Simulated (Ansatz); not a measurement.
Write a Python script for Ansatz 0.2.0, Python API that makes a rigid scan of one bond length of BH5OSSi, SMILES B[SiH](O)S. Level of theory (for the species named): r2scan0, def2-SVP basis, multiplicity 1.

```xyz
9

B    -0.4043    1.4399    0.0577
Si    0.2644   -0.3121    0.1973
O    -0.2921   -1.0101    1.6586
S    -0.3461   -1.4883   -1.4545
H    -1.1517    1.7570   -0.8803
H    -0.1898    2.3131    0.8602
H     1.7640   -0.2455    0.1836
H     0.2442   -1.8680    1.7065
H     0.1997   -0.6323   -2.3462
```

`scan.py`:
```python
"""Potential curve of BH5OSSi along one bond."""

import ansatz
import numpy as np

mol = (
    ansatz.Crystal.molecule()
    .atom("B", (-0.4043, 1.4399, 0.0577))
    .atom("Si", (0.2644, -0.3121, 0.1973))
    .atom("O", (-0.2921, -1.0101, 1.6586))
    .atom("S", (-0.3461, -1.4883, -1.4545))
    .atom("H", (-1.1517, 1.757, -0.8803))
    .atom("H", (-0.1898, 2.3131, 0.8602))
    .atom("H", (1.764, -0.2455, 0.1836))
    .atom("H", (0.2442, -1.868, 1.7065))
    .atom("H", (0.1997, -0.6323, -2.3462))
)

symbols = [site.symbol for site in mol.cartesian_sites]
start = np.array([site.position_ang for site in mol.cartesian_sites])
axis = (start[5] - start[0]) / np.linalg.norm(start[5] - start[0])
moving = [5]
lengths, energies = [1.061, 1.109, 1.157, 1.205, 1.253, 1.302, 1.35, 1.422], []
for length in lengths:
    xyz = start.copy()
    xyz[moving] += (length - np.linalg.norm(start[5] - start[0])) * axis
    point = ansatz.Crystal.molecule()
    for symbol, xyz in zip(symbols, xyz):
        point = point.atom(symbol, xyz.tolist())
    base = (
        point.calculation()
        .basis(gaussian="def2-SVP")
        .functional("r2scan0")
        .accuracy("high")
        .scf(lower_state_search="light")
    )
    r = base.run(threads=1).report
    energies.append(r["free_energy_ev"])
    print(f"r = {length:6.3f} A  E = {energies[-1]:.5f} eV  <S^2> = {abs(r['mean_field']['state']['spin_squared']):.3f}")

# quartic fit about the minimum
fit = np.polynomial.Polynomial.fit(lengths, np.array(energies) - min(energies), 4).convert()
roots = [r.real for r in fit.deriv().roots() if abs(r.imag) < 1e-9 and fit.deriv(2)(r.real) > 0]
r_e = min(roots, key=lambda r: abs(r - lengths[int(np.argmin(energies))]))
print(f"minimum of the fit at {r_e:.4f} A, force constant {fit.deriv(2)(r_e):.2f} eV/A^2")
```

Running `python scan.py` prints:
```text
r =  1.061 A  E = -21506.13278 eV  <S^2> = 0.000
r =  1.109 A  E = -21506.31794 eV  <S^2> = 0.000
r =  1.157 A  E = -21506.41512 eV  <S^2> = 0.000
r =  1.205 A  E = -21506.44237 eV  <S^2> = 0.000
r =  1.253 A  E = -21506.41426 eV  <S^2> = 0.000
r =  1.302 A  E = -21506.34067 eV  <S^2> = 0.000
r =  1.350 A  E = -21506.23430 eV  <S^2> = 0.000
r =  1.422 A  E = -21506.02773 eV  <S^2> = 0.000
minimum of the fit at 1.2026 A, force constant 24.34 eV/A^2
```

Caveats:
- The settings weren't tested for convergence.
- The rest of the molecule is held rigid at a force-field or estimated start geometry, and the basis set is modest; single-reference methods fail as a bond breaks.
- The orbitals are restricted, so S² is zero by construction.
- It ran for 2.5 min on 1 thread of Arm Neoverse V1, with other jobs on the host, peak memory 0.44 GiB.

(Lines on the test bed's own set-up are left out of the output.)
